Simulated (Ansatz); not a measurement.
# C2H6Cl2Sn: the cost of one run

Program: Ansatz 0.2.0, Gaussian basis. Level of theory: the settings change from run to run. These are calculated values, not measurements.

## Step 1: The geometry

The structure was relaxed beforehand with PBE0-D4 in a triple-zeta def2 set. Sn takes a core potential in def2 sets; no spin-orbit term is included.

SMILES `[CH3][Sn]([CH3])([Cl])[Cl]`, 11 atoms, charge 0, spin multiplicity 1.

Atoms are counted from 1 here; the program's logs count them from 0.

Bond lengths: C1–Sn2 2.120 Å, C1–H6 1.090 Å, C1–H7 1.089 Å, C1–H8 1.090 Å, Sn2–C3 2.120 Å, Sn2–Cl4 2.334 Å, Sn2–Cl5 2.334 Å, C3–H9 1.089 Å, C3–H10 1.090 Å, C3–H11 1.090 Å. Angles: Sn2–C1–H6 109.6°, Sn2–C1–H7 108.3°, Sn2–C1–H8 109.6°, H6–C1–H7 109.7°, H6–C1–H8 110.0°, H7–C1–H8 109.7°, C1–Sn2–C3 121.7°, C1–Sn2–Cl4 107.1°, C1–Sn2–Cl5 107.1°, C3–Sn2–Cl4 107.1°, C3–Sn2–Cl5 107.1°, Cl4–Sn2–Cl5 105.8°, Sn2–C3–H9 108.3°, Sn2–C3–H10 109.6°, Sn2–C3–H11 109.6°, H9–C3–H10 109.7°, H9–C3–H11 109.7°, H10–C3–H11 110.0°.

## Step 2: wB97X/def2-SVPD

Set apart from the defaults: atoms shaken by 0.03 Å, the search for lower states set to light.

Contents of in.yaml:

```yaml
crystal:
  periodic: [false, false, false]
  atoms:
    - {symbol: C, position_ang: [-1.923023, 0.353255, 0.301374]}
    - {symbol: Sn, position_ang: [0.202447, 0.395884, -0.395926]}
    - {symbol: C, position_ang: [1.628098, -0.945155, 0.357377]}
    - {symbol: Cl, position_ang: [0.098122, 0.060988, -2.651556]}
    - {symbol: Cl, position_ang: [0.876995, 2.579601, -0.071636]}
    - {symbol: H, position_ang: [-1.929453, 0.419675, 1.361353]}
    - {symbol: H, position_ang: [-2.364415, 1.049290, -0.275482]}
    - {symbol: H, position_ang: [-2.283449, -0.680991, 0.030166]}
    - {symbol: H, position_ang: [2.568205, -0.704246, -0.143098]}
    - {symbol: H, position_ang: [1.738380, -0.800195, 1.427212]}
    - {symbol: H, position_ang: [1.312410, -1.906539, 0.134798]}
basis:
  gaussian: {orbitals: def2-SVPD}
hamiltonian: {xc: {name: wB97X}}
scf: {lower_state_search: light}
output: {forces: true}
```

Started as:

```sh
ansatz run in.yaml --threads 2 --pin off --events-out ev --progress --plain --max-ram 32768MiB --backend cpu
```

Q: Estimate wall time and peak memory on 2 threads of AMD EPYC 7R13, shared host.

About 16 s, with a peak of 0.79 GiB.
